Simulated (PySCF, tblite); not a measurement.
# C₅H₁₄OSi₃: geometry, infrared bands and NMR shifts

What infrared bands and NMR shifts should C₅H₁₄OSi₃ (`C#C[SiH2][C@@H]([SiH3])[SiH2]OCC`) show?

Programs: tblite 0.8.0 and PySCF 2.14.0, with density-fitted response routines of our own. Each step states its level of theory. These are calculated values for one molecule in the gas phase, unless marked as measured. Atoms count from 0, in the outputs and in this text.

### 1 The molecule as given

23 atoms, charge 0, multiplicity 1; geometry from: force field or distance geometry start.

Bonds of the start (Å): C0–C1 1.23, C1–Si2 1.81, Si2–C3 1.89, C3–Si4 1.86, C3–Si5 1.86, Si5–O6 1.70, O6–C7 1.38, C7–C8 1.49, C0–H9 1.05, Si2–H10 1.45, Si2–H11 1.49, C3–H12 1.13, Si4–H13 1.45, Si4–H14 1.49, Si4–H15 1.47, Si5–H16 1.46, Si5–H17 1.47, C7–H18 1.13, C7–H19 1.12, C8–H20 1.13, C8–H21 1.13, C8–H22 1.09.

### 2 Geometry optimisation with GFN2-xTB

Job settings and geometry (Å):

```
{"job": {"kind": "relax", "xc": "GFN2-xTB", "basis": "xTB"}, "charge": 0, "multiplicity": 1}
C      4.622200    -0.963600     0.081500
C      3.446300    -1.081700     0.415300
Si     1.733200    -1.279400     0.967800
C      0.842800     0.360900     0.689100
Si     2.145500     1.590300     0.206000
Si    -0.391400     0.262200    -0.702800
O     -1.949400     0.790000    -0.269900
C     -2.860900    -0.243200    -0.156000
C     -4.247700     0.158200     0.219000
H      5.624500    -0.838400    -0.212900
H      1.749500    -1.689800     2.354500
H      1.091000    -2.368900     0.188700
H      0.375300     0.602800     1.689900
H      3.362500     1.531400     0.993500
H      1.513900     2.936700     0.273500
H      2.499100     1.380100    -1.205900
H     -0.369800    -1.101100    -1.230000
H      0.088200     1.154000    -1.768700
H     -2.491600    -0.864900     0.712000
H     -2.852300    -0.942800    -1.029200
H     -4.877700    -0.773400     0.189300
H     -4.335200     0.487200     1.291600
H     -4.722400     0.920400    -0.405700
```

The run is started by

```
$ OMP_NUM_THREADS=1 python probes_run.py task.json out
```

One launch serves the whole session: the jobs run in the order shown.

**Question.** This job is followed by: GFN2-xTB harmonic vibrations, gas phase; GIAO PBE0/pcSseg-1 NMR shielding, non-relativistic, gas phase. What will the session give for the following? strongest single infrared mode (GFN2-xTB); zero-point energy (GFN2-xTB); 13C shifts against TMS (PBE0/pcSseg-1); 1H shifts against TMS (PBE0/pcSseg-1, means over atoms taken as alike); 29Si shifts against TMS (PBE0/pcSseg-1); 17O shifts against H2O (PBE0/pcSseg-1).

As calculated:

```
                                                              quantity                                                            value
                             strongest single infrared mode (GFN2-xTB)                                             762 cm⁻¹, 400 km/mol
                                          zero-point energy (GFN2-xTB)                                                   101.4 kcal/mol
                                13C shifts against TMS (PBE0/pcSseg-1)                               105.6, 85.9, 64.1, 20.1, -10.9 ppm
1H shifts against TMS (PBE0/pcSseg-1, means over atoms taken as alike)  5.19, 5.01, 4.84, 4.63, 4.19, 4.03, 4.00, 1.95, 1.31, -0.48 ppm
                               29Si shifts against TMS (PBE0/pcSseg-1)                                          -23.8, -64.9, -78.9 ppm
                                17O shifts against H2O (PBE0/pcSseg-1)                                                         39.9 ppm
```

In words: The optimisation took 291 steps and gained 1.081 eV; among the close pairs (by a distance rule), Si5–O6 changed most, from 1.701 to 1.621 Å. All 63 modes are real, so the xTB geometry is a minimum. The strongest single mode, at 762 cm⁻¹, is spread over many atoms; the largest shares are those of H17, H16. GFN2-xTB is a fitted tight-binding method: band positions and strengths are rough. Its intensities can rank the bands wrongly. At PBE0/pcSseg-1: Shielding is most anisotropic at C1 (span 284 ppm, paramagnetic term -160 ppm).
